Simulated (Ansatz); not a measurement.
Ti2In5, space group P4/mbm, the D3 and D4 dispersion energy

With Ansatz's Python interface.

Notebook, run cell by cell (the value of a cell's last expression is shown):

In [1]:
```python
import ansatz as az
import numpy as np
```

In [2]:
```python
vectors0 = np.array([
    [10.931576, 0.0, 0.0],
    [0.0, 10.931576, 0.0],
    [0.0, 0.0, 3.138174],
])
sites = [
    ("Ti", [0.180389, 0.319611, 0.5]),
    ("Ti", [0.819611, 0.680389, 0.5]),
    ("Ti", [0.319611, 0.819611, 0.5]),
    ("Ti", [0.680389, 0.180389, 0.5]),
    ("In", [0.207397, 0.063941, 0.0]),
    ("In", [0.063941, 0.792603, 0.0]),
    ("In", [0.707397, 0.436059, 0.0]),
    ("In", [0.563941, 0.707397, 0.0]),
    ("In", [0.0, 0.5, 0.0]),
    ("In", [0.292603, 0.563941, 0.0]),
    ("In", [0.792603, 0.936059, 0.0]),
    ("In", [0.436059, 0.292603, 0.0]),
    ("In", [0.936059, 0.207397, 0.0]),
    ("In", [0.5, 0.0, 0.0]),
]
```

In [3]:
```python
def make_crystal(cell):
    crystal = az.Crystal(lattice=az.Lattice.of(cell))
    for symbol, position in sites:
        crystal = crystal.atom(symbol, position)
    return crystal
```

In [4]:
```python
atoms = [(site[0], site[1]) for site in sites]
print("dispersion energy and pressure at linear scale factors", (0.97, 1.0, 1.03, 1.06))
for functional in (az.Functional.PBE0, az.Functional.PBESOL):
    for method in ("d3bj", "d4"):
        damping = az.dispersion_damping(method=method, xc=functional)
        line = []
        for scale in (0.97, 1.0, 1.03, 1.06):
            term = az.pairwise_dispersion(vectors=(vectors0 * scale).tolist(), atoms=atoms, damping=damping, periodic=(True, True, True))
            line.append(f"{term.energy_ev / len(atoms):.4f} eV/atom, {np.trace(term.stress_gpa) / 3:.2f} GPa")
        print(functional.value, method, "|", " | ".join(line))
print("charges of the D4 model in the last cell:", np.round(term.partial_charges_e, 3))
```
```text
dispersion energy and pressure at linear scale factors (0.97, 1.0, 1.03, 1.06)
pbe0 d3bj | -0.4321 eV/atom, -2.94 GPa | -0.3931 eV/atom, -2.43 GPa | -0.3588 eV/atom, -2.01 GPa | -0.3287 eV/atom, -1.67 GPa
pbe0 d4 | -0.2952 eV/atom, -1.90 GPa | -0.2699 eV/atom, -1.59 GPa | -0.2473 eV/atom, -1.33 GPa | -0.2315 eV/atom, 2.44 GPa
pbesol d3bj | -0.3938 eV/atom, -2.66 GPa | -0.3583 eV/atom, -2.22 GPa | -0.3268 eV/atom, -1.86 GPa | -0.2987 eV/atom, -1.57 GPa
pbesol d4 | -0.1788 eV/atom, -1.15 GPa | -0.1634 eV/atom, -0.96 GPa | -0.1497 eV/atom, -0.81 GPa | -0.1400 eV/atom, 1.47 GPa
charges of the D4 model in the last cell: [ 0.287  0.287  0.287  0.287 -0.11  -0.11  -0.11  -0.11  -0.133 -0.11
 -0.11  -0.11  -0.11  -0.133]
```

The structure comes from a database and needn't be a stable phase.
